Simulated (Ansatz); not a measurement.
## C2H4BN, SMILES B1CC=N1: a rigid scan of one bond length, step by step

Computed with the Ansatz DFT code, driven from Python.

Typed at the interpreter:
```pycon
>>> import ansatz as az
>>> from ase import Atoms
>>> import numpy as np
>>> BASIS_SET = '6-31G*'
>>> XC = 'pbe'
>>> atoms = Atoms(['B', 'C', 'C', 'N', 'H', 'H', 'H', 'H'], positions=[
...     (-0.4929, 0.746, -0.5981),
...     (0.494, 0.2277, 0.2782),
...     (-0.1802, -1.0916, 0.205),
...     (-1.0201, -0.6207, -0.5803),
...     (-0.8201, 1.8166, -1.1269),
...     (1.5054, 0.2423, -0.1888),
...     (0.4951, 0.6665, 1.305),
...     (0.1109, -2.044, 0.6501),
... ])
>>> c2h4bn = az.Crystal.molecule_from_ase(atoms)
>>> symbols = [site.symbol for site in c2h4bn.cartesian_sites]
>>> start = np.array([site.position_ang for site in c2h4bn.cartesian_sites])
>>> axis = (start[7] - start[2]) / np.linalg.norm(start[7] - start[2])
>>> moving = [7]
>>> lengths, energies = [0.96, 1.004, 1.047, 1.091, 1.134, 1.178, 1.222, 1.287], []
>>> for length in lengths:
...     xyz = start.copy()
...     xyz[moving] += (length - np.linalg.norm(start[7] - start[2])) * axis
...     point = az.Crystal.molecule()
...     for symbol, place in zip(symbols, xyz):
...         point = point.atom(symbol, place.tolist())
...     job = (
...         point.calculation()
...         .basis(gaussian=BASIS_SET)  # atom-centred Gaussian functions
...         .functional(XC)
...         .scf(lower_state_search='standard')
...     )
...     report = job.run(threads=1, backend='cpu').report
...     energies.append(report['free_energy_ev'])
...     print(f'r = {length:6.3f} A  E = {energies[-1]:.5f} eV  <S^2> = {abs(report["mean_field"]["state"]["spin_squared"]):.3f}')
...
r =  0.960 A  E = -4295.73313 eV  <S^2> = 0.000
r =  1.004 A  E = -4295.98144 eV  <S^2> = 0.000
r =  1.047 A  E = -4296.11839 eV  <S^2> = 0.000
r =  1.091 A  E = -4296.17429 eV  <S^2> = 0.000
r =  1.134 A  E = -4296.16512 eV  <S^2> = 0.000
r =  1.178 A  E = -4296.10573 eV  <S^2> = 0.000
r =  1.222 A  E = -4296.00816 eV  <S^2> = 0.000
r =  1.287 A  E = -4295.81481 eV  <S^2> = 0.000
>>> # quartic fit about the minimum
>>> fit = np.polynomial.Polynomial.fit(lengths, np.array(energies) - min(energies), 4).convert()
>>> roots = [r.real for r in fit.deriv().roots() if abs(r.imag) < 1e-9 and fit.deriv(2)(r.real) > 0]
>>> r_e = min(roots, key=lambda r: abs(r - lengths[int(np.argmin(energies))]))
>>> print(f'minimum of the fit at {r_e:.4f} A, force constant {fit.deriv(2)(r_e):.2f} eV/A^2')
minimum of the fit at 1.1048 A, force constant 31.26 eV/A^2
```

What to keep in mind:
- These settings explore the input space; basis and method may be short of convergence.
- The rest of the molecule is held rigid at a force-field or estimated start geometry, and the basis set is modest; single-reference methods fail as a bond breaks.
- The orbitals are restricted, so S² is zero by construction.
- Hardware and time: 11 s on 1 thread of Arm Neoverse V2, on a shared host, peak memory 0.17 GiB.
